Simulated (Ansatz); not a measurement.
# Al2O3: the cost of one run

Computed with Ansatz 0.2.0 (DFT LDA, scalar-relativistic, plane waves, PAW, unless a step's input says otherwise).

## (1) The system as given

It takes space group P-6m2 (No. 187, hexagonal). The conventional cell has a = 2.884 Å, b = 2.884 Å, c = 9.337 Å, α = 90.00°, β = 90.00°, γ = 120.00°. Al (site symmetry 3m) is surrounded by 6 O at 1.80 to 2.18 Å. O (site symmetry 3m) has 3 Al at 1.80 Å as nearest neighbours. Around O (site symmetry -6m2) lie 6 Al at 2.18 Å.

Coordinates:

```cif
data_structure
_symmetry_space_group_name_H-M 'P 1'
_symmetry_Int_Tables_number 1
_cell_length_a 2.8843
_cell_length_b 2.8843
_cell_length_c 9.3368
_cell_angle_alpha 90.000
_cell_angle_beta 90.000
_cell_angle_gamma 120.000
_cell_volume 67.27
loop_
_atom_site_label
_atom_site_type_symbol
_atom_site_fract_x
_atom_site_fract_y
_atom_site_fract_z
_atom_site_occupancy
Al1 Al 0.00000 0.00000 0.14999 1
Al2 Al 0.00000 0.00000 0.85001 1
O1 O 0.33333 0.66667 0.22232 1
O2 O 0.66667 0.33333 0.00000 1
O3 O 0.33333 0.66667 0.77768 1
```

It goes back to an entry of the Materials Project, which need not be the stable form.

The cell is taken as given, not relaxed at this level.

## (2) The reference cell

Reference values: F = -2698.4891 eV; pressure -6.97 GPa; largest force 0.525 eV/Å; gap on the mesh 4.76 eV. It was computed beforehand with the settings of the runs below.

## (3) Next: biaxial against axial strain

The cell is strained by p along both x and y and by q along z, with fractional coordinates fixed.

## (4) Point p = -0.030, q = -0.030

Input file input.yaml:

```yaml
crystal:
  lattice:
    - [2.7977951999, 0.0, 0.0]
    - [-1.3988976, 2.4229617176, 0.0]
    - [0.0, 0.0, 9.0566518262]
  atoms:
    - { symbol: Al, position: [0.0, 0.0, 0.14999233] }
    - { symbol: Al, position: [0.0, 0.0, 0.85000767] }
    - { symbol: O, position: [0.3333333333, 0.6666666667, 0.22231692] }
    - { symbol: O, position: [0.6666666667, 0.3333333333, 0.0] }
    - { symbol: O, position: [0.3333333333, 0.6666666667, 0.77768308] }
basis:
  ecutwfc: 420
kpoints:
  mp_grid: { grid: [12, 12, 4] }
hamiltonian:
  xc: lda
scf:
  occupations: { method: gaussian, width: 0.05 }
output:
  forces: true
  stress: true
  eigenvalues: true
```

On the command line:

```bash
$ ansatz run input.yaml --threads 1 --pin off --max-ram 2560MiB --backend cpu --events-out ev --progress --plain --runs-dir out
```

Q: Estimate wall time and peak memory on 1 thread of Intel Xeon at 2.50GHz (Skylake/Cascade Lake), shared host.

About 12 s, with a peak of 0.36 GiB.
